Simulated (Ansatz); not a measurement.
# Si₂H₅O₂ radical: basis-set convergence

Aim: see how fast density functionals converge with the basis set for Si₂H₅O₂ radical.

Method: one geometry, several basis sets; program: Ansatz 0.2.0, Gaussian basis.

Levels to be run: PBE0-D4/def2-SVP; ωB97M-V/def2-SVP; PBE0-D4/def2-QZVPP; ωB97M-V/def2-QZVPP; the functionals' def2-TZVPP values are taken from earlier runs.

### 1 The relaxed structure

All runs share one geometry, relaxed beforehand with PBE0-D4 in a triple-zeta def2 set.

9 atoms, charge 0, spin multiplicity 2.

Atoms are counted from 1 here; the program's logs count them from 0.

Bond lengths: O1–Si2 1.642 Å, O1–H5 0.959 Å, Si2–O3 1.636 Å, Si2–H6 1.492 Å, O3–Si4 1.637 Å, Si4–H7 1.485 Å, Si4–H8 1.486 Å, Si4–H9 1.483 Å. Angles: Si2–O1–H5 118.3°, O1–Si2–O3 110.4°, O1–Si2–H6 104.3°, O3–Si2–H6 109.5°, Si2–O3–Si4 149.1°, O3–Si4–H7 109.9°, O3–Si4–H8 110.2°, O3–Si4–H9 108.4°, H7–Si4–H8 109.2°, H7–Si4–H9 109.6°, H8–Si4–H9 109.5°.

Geometry (Å):

```xyz
9
H5O2Si2
O    -1.7610    0.4643    1.9036
Si   -0.1808    0.3518    1.4721
O    -0.0446    0.1150   -0.1405
Si    0.8142   -0.4641   -1.4079
H    -2.3380   -0.2769    1.7118
H     0.3947    1.6812    1.8302
H     1.7627    0.5713   -1.8902
H     1.5750   -1.6749   -1.0027
H    -0.1337   -0.8141   -2.4937
```

### 2 PBE0-D4 in def2-SVP

in.yaml

```yaml
crystal:
  periodic: [false, false, false]
  atoms:
    - {symbol: O, position_ang: [-1.761044, 0.464298, 1.903635]}
    - {symbol: Si, position_ang: [-0.180827, 0.351820, 1.472143]}
    - {symbol: O, position_ang: [-0.044555, 0.114955, -0.140467]}
    - {symbol: Si, position_ang: [0.814172, -0.464126, -1.407909]}
    - {symbol: H, position_ang: [-2.337959, -0.276858, 1.711816]}
    - {symbol: H, position_ang: [0.394745, 1.681219, 1.830226]}
    - {symbol: H, position_ang: [1.762715, 0.571252, -1.890164]}
    - {symbol: H, position_ang: [1.574951, -1.674866, -1.002735]}
    - {symbol: H, position_ang: [-0.133699, -0.814094, -2.493745]}
basis:
  gaussian: {orbitals: def2-SVP}
magnetization: {spin_polarized: true, initial_magnetization: 1}
hamiltonian: {xc: pbe0, dispersion: d4}
output: {orbitals: {seedname: orbitals}}
```

After this run come: ωB97M-V in def2-SVP; PBE0-D4 in def2-QZVPP; ωB97M-V in def2-QZVPP.

Before running them: what should the planned runs give, taken together? Wanted: PBE0-D4: double and triple zeta above quadruple; ωB97M-V: double and triple zeta above quadruple.

The runs gave:

| quantity | value |
| --- | --- |
| PBE0-D4: double and triple zeta above quadruple | 11.96, 0.82 eV |
| ωB97M-V: double and triple zeta above quadruple | 12.03, 0.76 eV |

In words: PBE0-D4 gains 11.14 eV from double to triple zeta, then 0.82 eV more. These are total energies; as a rule much of such shifts cancels in differences, which this series doesn't test.
